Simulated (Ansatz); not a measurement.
# TiW3C4: the cost of one run

Computed with Ansatz 0.2.0 (DFT PBE, scalar-relativistic, plane waves, PAW, unless a step's input says otherwise).

### 1 The system as given

The structure is cubic, space group Pm-3m (No. 221). The conventional cell has a = 4.898 Å, b = 4.898 Å, c = 4.898 Å, α = 90.00°, β = 90.00°, γ = 90.00°. Ti (site symmetry m-3m) has 6 C at 2.45 Å as nearest neighbours. W (site symmetry 4/mmm) is surrounded by 6 C at 2.45 Å. C (site symmetry 4/mmm) has 2 Ti at 2.45 Å and 4 W at 2.45 Å as nearest neighbours. Around C (site symmetry m-3m) lie 6 W at 2.45 Å.

Coordinates:

```cif
data_structure
_symmetry_space_group_name_H-M 'P 1'
_symmetry_Int_Tables_number 1
_cell_length_a 4.8980
_cell_length_b 4.8980
_cell_length_c 4.8980
_cell_angle_alpha 90.000
_cell_angle_beta 90.000
_cell_angle_gamma 90.000
_cell_volume 117.51
loop_
_atom_site_label
_atom_site_type_symbol
_atom_site_fract_x
_atom_site_fract_y
_atom_site_fract_z
_atom_site_occupancy
Ti1 Ti 0.00000 0.00000 0.00000 1
W1 W 0.50000 0.00000 0.50000 1
W2 W 0.50000 0.50000 0.00000 1
W3 W 0.00000 0.50000 0.50000 1
C1 C 0.00000 0.50000 0.00000 1
C2 C 0.50000 0.50000 0.50000 1
C3 C 0.00000 0.00000 0.50000 1
C4 C 0.50000 0.00000 0.00000 1
```

The start is an ordering of an alloy on its end members' structure types: elements ordered on the sites of the TiC type, W/Ti on Ti (Pm-3m, No. 221).

### 2 A first look at the guess

input.yaml

```yaml
crystal:
  lattice:
    - [4.89802551, 0.0, 0.0]
    - [0.0, 4.89802551, 0.0]
    - [0.0, 0.0, 4.89802551]
  atoms:
    - { symbol: Ti, position: [0.0, 0.0, 0.0] }
    - { symbol: W, position: [0.5, 0.0, 0.5] }
    - { symbol: W, position: [0.5, 0.5, 0.0] }
    - { symbol: W, position: [0.0, 0.5, 0.5] }
    - { symbol: C, position: [0.0, 0.5, 0.0] }
    - { symbol: C, position: [0.5, 0.5, 0.5] }
    - { symbol: C, position: [0.0, 0.0, 0.5] }
    - { symbol: C, position: [0.5, 0.0, 0.0] }
basis:
  ecutwfc: 420
kpoints:
  mp_grid: { grid: [4, 4, 4] }
hamiltonian:
  xc: pbe
scf:
  occupations: { method: gaussian, width: 0.1 }
  lower_state_search: "off"
output:
  forces: true
  stress: true
  eigenvalues: true
```

Started as:

```sh
$ ansatz run input.yaml --threads 1 --pin off --max-ram 2560MiB --backend cpu --events-out ev --progress --plain --runs-dir out
```

**Question.** How long does this run take on 1 thread of Arm Neoverse V2, shared host, and how much memory does it need?

About 3.5 s, with a peak of 0.38 GiB.
